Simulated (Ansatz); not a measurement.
# CH₈GeSSi: one species, many methods

Aim: compute CH₈GeSSi with functionals from several rungs and with coupled cluster, and see how far each lands from CCSD(T) at the basis-set limit for the atomisation energy.

Computed with Ansatz 0.2.0, Gaussian basis. Level: functionals in def2-TZVPP, the program's frozen cores in correlated methods.

The runs, in order: PBE-D4, r2SCAN-D4, PBE0-D4, B3LYP-D4, ωB97X-V, ωB97M-V, B2PLYP; CCSD(T)/def2-TZVPP; MP2/def2-QZVPP; extrapolation to the limit.

### 1 The relaxed structure

All runs share one geometry, relaxed beforehand with PBE0-D4 in a triple-zeta def2 set.

SMILES `[CH3][GeH]([SiH3])[SH]`, 12 atoms, charge 0, spin multiplicity 1.

Atoms are counted from 1 here; the program's logs count them from 0.

Bond lengths: C1–Ge2 1.952 Å, C1–H5 1.090 Å, C1–H6 1.091 Å, C1–H7 1.091 Å, Ge2–Si3 2.383 Å, Ge2–S4 2.241 Å, Ge2–H8 1.545 Å, Si3–H9 1.489 Å, Si3–H10 1.487 Å, Si3–H11 1.488 Å, S4–H12 1.343 Å. Angles: Ge2–C1–H5 110.1°, Ge2–C1–H6 110.0°, Ge2–C1–H7 109.9°, H5–C1–H6 108.9°, H5–C1–H7 109.1°, H6–C1–H7 108.9°, C1–Ge2–Si3 113.5°, C1–Ge2–S4 104.6°, C1–Ge2–H8 110.2°, Si3–Ge2–S4 107.9°, Si3–Ge2–H8 111.5°, S4–Ge2–H8 108.8°, Ge2–Si3–H9 111.3°, Ge2–Si3–H10 109.3°, Ge2–Si3–H11 109.4°, H9–Si3–H10 109.0°, H9–Si3–H11 108.8°, H10–Si3–H11 109.1° and more.

### 2 PBE-D4 (GGA)

in.yaml

```yaml
crystal:
  periodic: [false, false, false]
  atoms:
    - {symbol: C, position_ang: [-0.947165, 1.645309, -0.358034]}
    - {symbol: Ge, position_ang: [-0.601298, -0.193843, 0.197340]}
    - {symbol: Si, position_ang: [1.701293, -0.643758, 0.615705]}
    - {symbol: S, position_ang: [-1.240000, -1.442755, -1.549713]}
    - {symbol: H, position_ang: [-0.354057, 1.887880, -1.240095]}
    - {symbol: H, position_ang: [-0.683434, 2.333394, 0.446354]}
    - {symbol: H, position_ang: [-2.004605, 1.768111, -0.594706]}
    - {symbol: H, position_ang: [-1.478575, -0.557380, 1.415861]}
    - {symbol: H, position_ang: [2.179259, 0.067203, 1.833678]}
    - {symbol: H, position_ang: [2.508085, -0.199627, -0.551322]}
    - {symbol: H, position_ang: [1.891019, -2.106333, 0.809725]}
    - {symbol: H, position_ang: [-0.893622, -2.613401, -0.990595]}
basis:
  gaussian: {orbitals: def2-TZVPP}
hamiltonian: {xc: pbe, dispersion: d4}
output: {forces: true, orbitals: {seedname: orbitals}}
```

Launch:

```bash
$ ansatz run in.yaml --threads 4 --pin off --events-out ev --progress --plain --max-ram 10444MiB
```

The runs that follow: r2SCAN-D4 (meta-GGA); PBE0-D4 (hybrid); B3LYP-D4 (hybrid); ωB97X-V (range-separated); ωB97M-V (range-separated); B2PLYP (double hybrid); CCSD(T) in def2-TZVPP; MP2 in def2-QZVPP.

**Question.** What will the summary of the whole plan be? Wanted: atomisation energy, CCSD(T)/CBS; farthest; mean size of error, hybrid; mean size of error, range-separated; gap, smallest and largest; T1 diagnostic; triples share of the correlation energy.

**Answer**, as computed:

| quantity | value |
| --- | --- |
| atomisation energy, CCSD(T)/CBS | 3752.6 kJ/mol |
| functionals within 37.5 kJ/mol (1.0 %) | PBE-D4, r2SCAN-D4, PBE0-D4, B3LYP-D4, ωB97X-V, ωB97M-V |
| farthest | B2PLYP (-69.6 kJ/mol) |
| mean size of error, hybrid | 28.5 kJ/mol |
| mean size of error, range-separated | 14.4 kJ/mol |
| gap, smallest and largest | 4.72 eV (PBE-D4), 11.04 eV (ωB97X-V) |
| T1 diagnostic | 0.0110 |
| triples share of the correlation energy | 3.8 % |

PBE-D4 is off by -15.8 kJ/mol. Double hybrids carry the basis error of their MP2 part in triple zeta, and no dispersion term here, so their miss is partly the set-up's. Misses under about 37.5 kJ/mol are within the doubt on the reference itself, which lacks core-valence correlation, relativity and higher excitations, and its outer-core shells are covered unevenly. Hartree-Fock recovers 74 % of the binding; the rest is correlation. The gap grows from 4.7 to 11.0 eV across the functionals, mostly with the share of exact exchange. Correlated methods include outer-core shells of Ge, which these sets cover unevenly.
